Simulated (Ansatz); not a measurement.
# LaOs3 (AuCu3 type): a single-point run

Wanted: a converged single-point run for LaOs3 (AuCu3 type), and a check of what comes out. The structure is shown as the input types it.

Program: Ansatz 0.2.0. Level of theory: DFT PBE, scalar-relativistic, plane waves, PAW. These are calculated values, not measurements.

1 further run of the same task is left out (it didn't finish). Runs told in other sessions of the task aren't counted.

## 1. The system as given

The structure is cubic, space group Pm-3m (No. 221). Conventional cell: a = 4.147 Å, b = 4.147 Å, c = 4.147 Å, α = 90.00°, β = 90.00°, γ = 90.00°. La (site symmetry m-3m) has 12 Os at 2.93 Å in its first shell of neighbours. Around Os (site symmetry 4/mmm) lie 4 La at 2.93 Å and 8 Os at 2.93 Å.

Coordinates:

```
La Os
1.0
     4.14707    0.00000    0.00000
     0.00000    4.14707    0.00000
     0.00000    0.00000    4.14707
La Os
1 3
Cartesian
  0.0000 0.0000 0.0000
  0.0000 2.0735 2.0735
  2.0735 2.0735 0.0000
  2.0735 0.0000 2.0735
```

## 2. The run

input.yaml

```yaml
crystal:
  lattice:
    - [4.1470735563, 0.0, 0.0]
    - [0.0, 4.1470735563, 0.0]
    - [0.0, 0.0, 4.1470735563]
  atoms:
    - { symbol: La, position: [0.0, 0.0, 0.0] }
    - { symbol: Os, position: [0.0, 0.5, 0.5] }
    - { symbol: Os, position: [0.5, 0.5, 0.0] }
    - { symbol: Os, position: [0.5, 0.0, 0.5] }
basis:
  ecutwfc: 420
  ecutrho_ratio: 4
kpoints:
  mp_grid: { grid: [8, 8, 8] }
hamiltonian:
  xc: pbe
scf:
  max_iter: 50
output:
  forces: true
  stress: true
```

On the command line:

```sh
$ ansatz run input.yaml --threads 2 --pin off --max-ram 2662MiB --backend cpu --events-out ev --progress --plain --runs-dir out
```

Q: Will this input give a usable result? If not, why, and what should change?

The run ended at the input check. It says: «`scf.occupations.method` is required: fixed only where the cell keeps a band gap throughout the run, explicit beside scf.occupations.values (under evaluate: without them) ...»

The suspect setting: scf.occupations.method is missing; scf.occupations.width is missing. The input leaves out something that has no default.

Remedy: set scf.occupations.method to gaussian and scf.occupations.width to 0.05.
